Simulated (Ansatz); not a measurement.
**CdSe: strong compression**

Aim: compress CdSe step by step, far beyond the usual range, and follow pressure and electronic structure. The runs shown use PAW. Its runs: atoms relaxed at the given volume (PAW); volume scaled by 1 (PAW); atoms relaxed at 0.85 of the volume (PAW); volume scaled by 0.85 (PAW); atoms relaxed at 0.8 of the volume (PAW); volume scaled by 0.8 (PAW); atoms relaxed at 0.6 of the volume (PAW); volume scaled by 0.6 (PAW).

Computed with Ansatz 0.2.0 (DFT, PBE, PAW with Ansatz's default frozen-core files, scalar-relativistic, unless a step's input says otherwise).

2 further runs of the same task are left out: 2 that didn't finish.

## (1) The structure to begin with

Symmetry: F-43m, No. 216, cubic system. The conventional cell has a = 6.141 Å, b = 6.141 Å, c = 6.141 Å, α = 90.00°, β = 90.00°, γ = 90.00°. Around Cd (site symmetry -43m) lie 4 Se at 2.66 Å. Around Se (site symmetry -43m) lie 4 Cd at 2.66 Å.

Coordinates:

```cif
data_structure
_symmetry_space_group_name_H-M 'F-43m'
_symmetry_Int_Tables_number 216
_cell_length_a 6.1405
_cell_length_b 6.1405
_cell_length_c 6.1405
_cell_angle_alpha 90.000
_cell_angle_beta 90.000
_cell_angle_gamma 90.000
_cell_volume 231.54
loop_
_atom_site_label
_atom_site_type_symbol
_atom_site_symmetry_multiplicity
_atom_site_Wyckoff_symbol
_atom_site_fract_x
_atom_site_fract_y
_atom_site_fract_z
_atom_site_occupancy
Cd1 Cd 4 a 0.00000 0.00000 0.00000 1
Se1 Se 4 d 0.25000 0.25000 0.75000 1
```

The file gives the conventional cell by its symmetry; the runs use the cell typed in the input.

Whether this phase is the stable one at these pressures isn't tested.

Atoms are numbered in the order of the input: Cd1, Se2.

## (2) Atoms relaxed at the given volume, PAW

Input file input.yaml:

```yaml
crystal:
  lattice:
    - [0.0, 3.0702711986, 3.0702711986]
    - [3.0702711986, 0.0, 3.0702711986]
    - [3.0702711986, 3.0702711986, 0.0]
  atoms:
    - { symbol: Cd, position: [0.0, 0.0, 0.0] }
    - { symbol: Se, position: [0.25, 0.25, 0.25] }
kpoints:
  mp_grid: { grid: [8, 8, 8] }
scf:
  occupations: { method: fermi_dirac, width: 0.03 }
hamiltonian:
  xc: pbe
  pseudopotentials: { kind: paw }
output:
  forces: true
  stress: true
  write_density: true
  write_potential: true
  elf: true
  volumetric_format: npy
relax:
  f_tol: 0.01
  max_steps: 30
```

Launch:

```console
$ ansatz run input.yaml --threads 1 --pin off --max-ram 2048MiB --backend cpu --events-out ev --progress --plain --runs-dir out
```

The runs that follow: Volume scaled by 1, PAW; Atoms relaxed at 0.85 of the volume, PAW; Volume scaled by 0.85, PAW; Atoms relaxed at 0.8 of the volume, PAW; Volume scaled by 0.8, PAW; Atoms relaxed at 0.6 of the volume, PAW; Volume scaled by 0.6, PAW.

Before running it: what results should come out? Wanted: PAW pressure at 0.6 of the volume; fitted bulk modulus at zero pressure.

As calculated:

| quantity | value |
| --- | --- |
| PAW pressure at 0.6 of the volume | 84.5 GPa |
| fitted bulk modulus at zero pressure (PAW) | 45 GPa |
| its pressure derivative | 4.55 |

What this shows: By PAW the pressure climbs to 85 GPa at 0.6 of the first volume. One third-order Birch-Murnaghan curve follows these points (B₀ = 45 GPa, B′ = 4.55, misfit at most 0.01 GPa). A fit over so wide a range leans to the high pressures, so B₀ can be off by several per cent. The gap goes from 0.55 to 1.33 eV. No all-electron run checks these rows here, and frozen cores can fail under such compression. The ions are at rest, and the electrons smeared by 0.03 eV.

These are semilocal Kohn-Sham gaps, which aren't the measured quantity. Such gaps usually fall short of the measured ones.
